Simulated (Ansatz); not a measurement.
**ClH4NSi2: up Jacob's ladder to CCSD(T)**

The task here is to estimate one member of a computed series from the others.

Program: Ansatz 0.2.0, Gaussian basis. Level of theory: functionals in def2-TZVPP, the program's frozen cores in correlated methods. These are calculated values, not measurements.

Levels to be run: LDA (SPW92), PBE-D4, revPBE-D4, BLYP-D4, r2SCAN-D4, B97M-V, PBE0-D4, B3LYP-D4, r2SCANh-D4, r2SCAN0-D4, HSE06-D4, BHLYP-D4, CAM-B3LYP-D4, LC-ωPBE, ωB97X-V, ωB97M-V, B2PLYP, PBE-QIDH; CCSD(T)/def2-SVP; CCSD(T)/def2-TZVPP; MP2/def2-QZVPP; extrapolation to the limit; RPA on PBE.

**The geometry**

An earlier PBE0-D4 in a triple-zeta def2 set relaxation fixed the geometry.

SMILES `Cl[SiH]1N[SiH2]1`, 8 atoms, charge 0, spin multiplicity 1.

Atoms are counted from 1 here; the program's logs count them from 0.

Bond lengths: Cl1–Si2 2.057 Å, Si2–N3 1.710 Å, Si2–Si4 2.223 Å, Si2–H5 1.480 Å, N3–Si4 1.742 Å, N3–H6 1.006 Å, Si4–H7 1.487 Å, Si4–H8 1.486 Å. Angles: Cl1–Si2–N3 117.4°, Cl1–Si2–Si4 123.9°, Cl1–Si2–H5 105.3°, N3–Si2–Si4 50.6°, N3–Si2–H5 118.1°, Si4–Si2–H5 129.3°, Si2–N3–Si4 80.2°, Si2–N3–H6 140.8°, Si4–N3–H6 139.0°, Si2–Si4–N3 49.3°, Si2–Si4–H7 126.0°, Si2–Si4–H8 123.1°, N3–Si4–H7 116.8°, N3–Si4–H8 117.0°, H7–Si4–H8 109.5°.

The first run:

in.yaml

```yaml
crystal:
  periodic: [false, false, false]
  atoms:
    - {symbol: Cl, position_ang: [-1.363678, 2.317025, 0.743762]}
    - {symbol: Si, position_ang: [-0.245521, 1.013417, -0.388457]}
    - {symbol: N, position_ang: [0.863700, 0.006763, 0.436045]}
    - {symbol: Si, position_ang: [-0.268486, -1.193926, -0.122955]}
    - {symbol: H, position_ang: [0.254426, 1.814141, -1.527763]}
    - {symbol: H, position_ang: [1.700941, 0.060548, 0.991986]}
    - {symbol: H, position_ang: [0.241331, -2.195767, -1.096110]}
    - {symbol: H, position_ang: [-1.090612, -1.879101, 0.907792]}
basis:
  gaussian: {orbitals: def2-TZVPP}
hamiltonian: {xc: lda}
output: {orbitals: {seedname: orbitals}}
```

On the command line:

```
> ansatz run in.yaml --threads 2 --pin off --events-out ev --progress --plain --max-ram 4352MiB
```

Among the steps run: LDA; PBE-D4 (GGA); revPBE-D4 (GGA); BLYP-D4 (GGA); r2SCAN-D4 (meta-GGA); B97M-V (meta-GGA); PBE0-D4 (hybrid); B3LYP-D4 (hybrid); r2SCANh-D4 (hybrid); r2SCAN0-D4 (hybrid); HSE06-D4 (hybrid); BHLYP-D4 (hybrid); CAM-B3LYP-D4 (range-separated); LC-ωPBE (range-separated); ωB97X-V (range-separated); ωB97M-V (range-separated); B2PLYP (double hybrid); PBE-QIDH (double hybrid).

One of the session's tables, all rows but one given; the rest of the session is left out.

It belongs to the step «Orbital energies across the functionals». 

```
  functional  HOMO (eV)  gap (eV)
 LDA (SPW92)      -6.31      4.54
      PBE-D4      -6.22      4.64
   revPBE-D4      -6.18      4.69
     BLYP-D4      -6.07      4.63
   r2SCAN-D4      -6.44      5.16
      B97M-V      -6.51      5.06
     PBE0-D4      -7.29      6.55
    B3LYP-D4      -7.09      6.15
  r2SCANh-D4      -6.84      5.84
  r2SCAN0-D4      -7.43      6.86
    HSE06-D4      -6.90      5.78
    BHLYP-D4          ?         ?
CAM-B3LYP-D4      -8.53      8.81
     LC-ωPBE      -9.82     11.21
     ωB97X-V      -9.50     10.80
     ωB97M-V      -9.28     10.29
```

**Question.** Estimate the row for BHLYP-D4.

Worked estimate for «HOMO (eV)». Against the share of exact exchange, BLYP-D4 (0, -6.07), B3LYP-D4 (0.2, -7.09) give a slope of -5.10 per unit share; at 0.5 the line stands at -8.62.

**Answer.** HOMO (eV): -8.25; gap (eV): 8.42. In «HOMO (eV)» the line misses by -0.37.
